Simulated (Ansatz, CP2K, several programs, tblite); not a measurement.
Energy against volume for Be₃Te₂S as one 6-atom ordering (Imm2) on the zincblende lattice, at fixed shape and fractional coordinates, computed by several methods (PBE and r2SCAN, where shown, with plane waves in Ansatz); the cell shown is that of r2SCAN. With free coordinates or axes held, a curve is too stiff, and on another method's shape its minimum isn't the method's own volume. It is orthorhombic, Imm2 (No. 44); a = 3.826 Å, b = 11.461 Å, c = 5.378 Å in the conventional setting, 19.65 Å³ an atom. Around S lie 4 Be at 2.11–2.22 Å; around Be lie 2 S at 2.22 Å and 2 Te at 2.44 Å; around Te lie 4 Be at 2.42–2.46 Å; around Be lie 1 S at 2.11 Å and 3 Te at 2.42–2.46 Å. These are computed values for a spin-unpolarised cell that may be hypothetical; none is a measurement. Energies count from each curve's lowest point; fits are third-order Birch-Murnaghan.

```
S Be Te
1.0
    -1.91314    5.73066    2.68880
     1.91314   -5.73066    2.68880
     1.91314    5.73066   -2.68880
S Be Te
1 3 2
Direct
  0.99971 0.99971 0.00000
  0.20887 0.70887 0.50000
  0.62202 0.77175 0.85027
  0.92148 0.77175 0.14973
  0.33495 0.99897 0.33598
  0.66298 0.99897 0.66402
```

GFN1-xTB (tblite), on the shape of the cell shown, as a cluster of 72 atoms at the zone centre:
```
V (Å³/atom)  E (meV/atom)
     17.294         52.63
     18.473          1.32
     19.653          0.00
     20.832         34.86
     22.011         96.13
```
V₀ = 19.09 Å³ an atom and B₀ = 92 GPa.

PBE/SZV (CP2K), on the shape of the cell shown:
```tsv
V (Å³/atom)	E (meV/atom)
17.294	558.43
18.473	327.87
19.653	151.50
20.832	17.64
22.011	0.00
```
The lowest point is an end point, so the minimum isn't bracketed.

PBE/DZVP (CP2K), on the shape of the cell shown:
```
V (Å³/atom)  E (meV/atom)
     17.294        137.57
     18.473         57.46
     19.653         13.32
     20.832          0.00
     22.011        114.76
```
The points scatter about a smooth fit, so no fit is quoted.

**Question.** PBE, on the shape of its own relaxed cell, gives
```csv
V (Å³/atom),E (meV/atom)
18.527,16.30
19.119,3.90
19.710,0.00
20.301,3.44
20.893,13.20
```
What equilibrium volume and bulk modulus follow?

**Answer.** V₀ = 19.71 Å³ an atom and B₀ = 66 GPa.

light PBE (260 eV, its own mesh), on the shape of the cell shown:
```csv
V (Å³/atom),E (meV/atom)
18.080,30.76
18.866,8.79
19.653,0.00
20.439,3.27
21.225,18.36
22.011,44.85
```
The fit gives a pressure derivative B′ of 0.1, outside the usual 2 to 7: a trait of the method or a rough curve, so no modulus is quoted.
